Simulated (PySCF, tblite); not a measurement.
# C₃H₉AlF₃N: geometry, infrared bands and NMR shifts

Aim: predict the infrared bands and NMR shifts of C₃H₉AlF₃N (`C[CH2][Al@H-]([NH3+])[C](F)(F)F`).

The runs use tblite 0.8.0 and PySCF 2.14.0, with density-fitted response routines of our own; the level of theory stands in each step. All values are computed, except where a source is named. Atoms are numbered from 0 throughout.

### 1 The starting structure

17 atoms, charge 0, multiplicity 1; geometry from: force field or distance geometry start.

Bonds of the start (Å): C0–C1 1.51, C1–Al2 1.96, Al2–N3 1.92, Al2–C4 2.01, C4–F5 1.38, C4–F6 1.38, C4–F7 1.37, C0–H8 1.12, C0–H9 1.11, C0–H10 1.11, C1–H11 1.12, C1–H12 1.14, Al2–H13 1.59, N3–H14 1.03, N3–H15 1.07, N3–H16 1.04.

### 2 Geometry optimisation with GFN2-xTB

What the job is given:

```
{"job": {"kind": "relax", "xc": "GFN2-xTB", "basis": "xTB"}, "charge": 0, "multiplicity": 1}
C      2.325900    -0.009500     0.340500
C      1.032800    -0.788300     0.445700
Al    -0.428600    -0.062500    -0.635200
N     -0.741300     1.768600    -0.138500
C     -2.104300    -1.059100    -0.144700
F     -2.441000    -0.809800     1.167100
F     -1.925900    -2.423100    -0.305100
F     -3.107300    -0.649300    -0.983800
H      2.294200     0.877800     1.023100
H      2.477800     0.385400    -0.686100
H      3.200700    -0.636600     0.608100
H      1.217600    -1.853600     0.149300
H      0.721100    -0.780400     1.539200
H     -0.164800    -0.219500    -2.200200
H      0.165700     2.264200    -0.188000
H     -1.165500     1.787400     0.840900
H     -1.364100     2.220400    -0.842500
```

Command:

```
$ OMP_NUM_THREADS=1 python probes_run.py task.json out
```

This one command runs all jobs of the session in turn.

**Question.** This job is followed by: GFN2-xTB harmonic vibrations, gas phase; GIAO PBE0/pcSseg-1 NMR shielding, non-relativistic, gas phase. Predict these results of the whole session: strongest single infrared mode (GFN2-xTB); zero-point energy (GFN2-xTB); 13C shifts against TMS (PBE0/pcSseg-1); 1H shifts against TMS (PBE0/pcSseg-1, means over atoms taken as alike); 27Al shifts against AlH4- (PBE0/pcSseg-1); 15N shifts against NH3 (PBE0/pcSseg-1); 19F shifts against CFCl3 (PBE0/pcSseg-1, means over atoms taken as alike).

The runs gave:

```
                                                                 quantity                             value
                                strongest single infrared mode (GFN2-xTB)              834 cm⁻¹, 303 km/mol
                                             zero-point energy (GFN2-xTB)                     73.6 kcal/mol
                                   13C shifts against TMS (PBE0/pcSseg-1)              151.9, 11.1, 3.7 ppm
   1H shifts against TMS (PBE0/pcSseg-1, means over atoms taken as alike)  4.12, 2.57, 1.07, 0.33, 0.28 ppm
                                27Al shifts against AlH4- (PBE0/pcSseg-1)                          62.8 ppm
                                   15N shifts against NH3 (PBE0/pcSseg-1)                          32.4 ppm
19F shifts against CFCl3 (PBE0/pcSseg-1, means over atoms taken as alike)                         -62.5 ppm
```

**Reading.** Relaxing lowered the energy by 0.768 eV in 172 steps; the close pair that moved most is Al2–N3, from 1.923 to 2.052 Å. The lowest mode is slightly imaginary (17i cm⁻¹), a soft motion within the noise of the Hessian, so the minimum is not strictly shown. The strongest single mode, at 834 cm⁻¹, moves mainly C4. GFN2-xTB is a fitted tight-binding method: band positions and strengths are rough. Its intensities can rank the bands wrongly. At PBE0/pcSseg-1: The widest tensor belongs to F5, F6, F7: span 215 ppm, with a paramagnetic part of -242 ppm.
